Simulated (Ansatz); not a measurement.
HfPbO₃, space group Pm-3m, a calculation of the dielectric tensor and Born charges

Computed with the Ansatz DFT code, driven from Python.

`eps.py`
```python
# -*- coding: utf-8 -*-
"""Response of HfPbO3 to an electric field."""

import ansatz as az
import numpy as np

params = {
    "functional": "pbesol",
    "cutoff_ev": 420,
    "smearing": "fixed",
}

lattice = az.Lattice.of(
    [4.155481, 0.0, 0.0],
    [0.0, 4.155481, 0.0],
    [0.0, 0.0, 4.155481],
)
sites = [
    ("Hf", [0.5, 0.5, 0.5]),
    ("Pb", [0.0, 0.0, 0.0]),
    ("O", [0.0, 0.5, 0.5]),
    ("O", [0.5, 0.0, 0.5]),
    ("O", [0.5, 0.5, 0.0]),
]
system = az.Crystal(lattice=lattice)
for symbol, position in sites:
    system = system.atom(symbol, position)

# an insulator: whole occupations
base = system.calculation()
base = base.functional(params["functional"])
base = base.pseudopotentials("paw")
base = base.basis(params["cutoff_ev"])
base = base.kpoints(4)
base = base.occupations(params["smearing"])
base = base.dielectric()
out = base.run(threads=1)
response = out.dielectric
eps = np.asarray(response.eps_inf)

values = np.linalg.eigvalsh(eps)
print("principal values of eps_inf:", np.round(values, 3))
print("refractive indices:", np.round(np.sqrt(values), 3))
for site, z in zip(out.lattice.sites, response.zstar_e):
    print(f"{site.symbol:2s} Z* trace/3 = {np.trace(z) / 3:+.3f} e")
print(f"charge neutrality missed by {response.zstar_sum_residual_pre_e:.4f} e before the sum rule")
```

`python eps.py` gives:
```text
principal values of eps_inf: [6.771 6.771 6.771]
refractive indices: [2.602 2.602 2.602]
Hf Z* trace/3 = +5.698 e
Pb Z* trace/3 = +3.919 e
O  Z* trace/3 = -3.205 e
O  Z* trace/3 = -3.205 e
O  Z* trace/3 = -3.205 e
charge neutrality missed by 0.0125 e before the sum rule
```

Notes:
- The run is spin-unpolarised.
- The Fermi level of a run with fixed occupations marks the highest occupied state on its mesh, not mid-gap.
- Pressure is positive in compression.
- Spin-orbit coupling, which matters for elements this heavy, is left out.
- The structure comes from a database of computed cells and needn't be a stable or known phase.
- This is the electronic (clamped-ion) response; a semilocal gap that is too small tends to raise it. The typed mesh is that of the SCF; the response is solved on denser meshes that the run picks.
- Run time: 36 s on 1 thread of Arm Neoverse V2 (shared host), peak memory 0.61 GiB.

(A comment or docstring line of the script was reworded after the run, the code is as it ran; lines on the test bed's own set-up are left out of the output.)
